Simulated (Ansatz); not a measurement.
# CH6Ge2: up Jacob's ladder to CCSD(T)

How much do the methods differ for CH6Ge2? The plan is to run it at one geometry with functionals of several rungs and with coupled cluster, and see how far each lands from CCSD(T) at the basis-set limit for the atomisation energy.

Method: functionals in def2-TZVPP, the program's frozen cores in correlated methods; program: Ansatz 0.2.0, Gaussian basis.

Plan: LDA (SPW92), PBE-D4, revPBE-D4, BLYP-D4, r2SCAN-D4, B97M-V, PBE0-D4, B3LYP-D4, r2SCANh-D4, r2SCAN0-D4, HSE06-D4, BHLYP-D4, CAM-B3LYP-D4, LC-ωPBE, ωB97X-V, ωB97M-V, B2PLYP, PBE-QIDH; CCSD(T)/def2-SVP; CCSD(T)/def2-TZVPP; MP2/def2-QZVPP; extrapolation to the limit; RPA on PBE.

## Step 1: Structure used throughout

The geometry comes from an earlier relaxation with PBE0-D4 in a triple-zeta def2 set; it is a stationary point, not always the lowest conformer.

SMILES `[CH2]1[GeH2][GeH2]1`, 9 atoms, charge 0, spin multiplicity 1.

Atoms are counted from 1 here; the program's logs count them from 0.

Bond lengths: C1–Ge2 1.986 Å, C1–Ge3 1.986 Å, C1–H4 1.086 Å, C1–H5 1.086 Å, Ge2–Ge3 2.354 Å, Ge2–H6 1.530 Å, Ge2–H7 1.530 Å, Ge3–H8 1.530 Å, Ge3–H9 1.530 Å. Angles: Ge2–C1–Ge3 72.7°, Ge2–C1–H4 116.6°, Ge2–C1–H5 116.7°, Ge3–C1–H4 116.6°, Ge3–C1–H5 116.7°, H4–C1–H5 112.3°, C1–Ge2–Ge3 53.6°, C1–Ge2–H6 115.8°, C1–Ge2–H7 115.8°, Ge3–Ge2–H6 121.4°, Ge3–Ge2–H7 121.3°, H6–Ge2–H7 114.1°, C1–Ge3–Ge2 53.6°, C1–Ge3–H8 115.8°, C1–Ge3–H9 115.8°, Ge2–Ge3–H8 121.3°, Ge2–Ge3–H9 121.4°, H8–Ge3–H9 114.1°.

## Step 2: LDA

This LDA is Slater exchange with PW92 correlation.

in.yaml

```yaml
crystal:
  periodic: [false, false, false]
  atoms:
    - {symbol: C, position_ang: [-0.673439, 0.173492, -0.763818]}
    - {symbol: Ge, position_ang: [1.068710, 0.755379, -0.009058]}
    - {symbol: Ge, position_ang: [-0.312200, -0.958103, 0.827491]}
    - {symbol: H, position_ang: [-1.497616, 0.876444, -0.684627]}
    - {symbol: H, position_ang: [-0.645743, -0.320838, -1.730505]}
    - {symbol: H, position_ang: [1.087843, 2.146436, 0.627286]}
    - {symbol: H, position_ang: [2.301561, 0.440083, -0.858200]}
    - {symbol: H, position_ang: [-0.012076, -2.431055, 0.543479]}
    - {symbol: H, position_ang: [-1.228540, -0.728237, 2.030753]}
basis:
  gaussian: {orbitals: def2-TZVPP}
hamiltonian: {xc: lda}
output: {orbitals: {seedname: orbitals}}
```

After this run come: PBE-D4 (GGA); revPBE-D4 (GGA); BLYP-D4 (GGA); r2SCAN-D4 (meta-GGA); B97M-V (meta-GGA); PBE0-D4 (hybrid); B3LYP-D4 (hybrid); r2SCANh-D4 (hybrid); r2SCAN0-D4 (hybrid); HSE06-D4 (hybrid); BHLYP-D4 (hybrid); CAM-B3LYP-D4 (range-separated); LC-ωPBE (range-separated); ωB97X-V (range-separated); ωB97M-V (range-separated); B2PLYP (double hybrid); PBE-QIDH (double hybrid); CCSD(T) in def2-SVP; CCSD(T) in def2-TZVPP; MP2 in def2-QZVPP; RPA on PBE orbitals.

Q: Predict the results of all the runs planned. Wanted: atomisation energy, CCSD(T)/CBS; farthest beyond LDA; mean size of error, GGA; mean size of error, meta-GGA; mean size of error, hybrid; mean size of error, range-separated; mean size of error, double hybrid; gap, smallest and largest; T1 diagnostic.

**Answer**, as computed:

| quantity | value |
| --- | --- |
| atomisation energy, CCSD(T)/CBS | 2657.2 kJ/mol |
| functionals within 26.6 kJ/mol (1.0 %) | PBE-D4, r2SCAN-D4, B97M-V, r2SCANh-D4, ωB97X-V |
| farthest beyond LDA | BHLYP-D4 (-85.9 kJ/mol) |
| mean size of error, GGA | 53.5 kJ/mol |
| mean size of error, meta-GGA | 11.3 kJ/mol |
| mean size of error, hybrid | 40.8 kJ/mol |
| mean size of error, range-separated | 29.4 kJ/mol |
| mean size of error, double hybrid | 45.5 kJ/mol |
| gap, smallest and largest | 4.34 eV (BLYP-D4), 10.74 eV (LC-ωPBE) |
| T1 diagnostic | 0.0117 |
| triples share of the correlation energy | 3.9 % |

In words: The LDA atomisation energy is off by 344.6 kJ/mol (13 %): it overbinds. PBE-D4 misses by -15.9 kJ/mol. Double hybrids carry the basis error of their MP2 part in triple zeta, and no dispersion term here, so their miss is partly the set-up's. Taken by rung, meta-GGA functionals do best (11.3 kJ/mol on average) and GGA ones worst beyond LDA (53.5 kJ/mol). The reference freezes the cores and leaves out relativity and excitations past (T), and its outer-core shells are covered unevenly, so misses under about 26.6 kJ/mol can't be ranked. Hartree-Fock recovers 71 % of the binding; the rest is correlation. CCSD(T) in def2-SVP is off by -176.7 kJ/mol, worse than the median functional, from the basis alone. Orbital gaps span 4.3 to 10.7 eV; exact exchange widens them. Correlated methods include outer-core shells of Ge, which these sets cover unevenly.
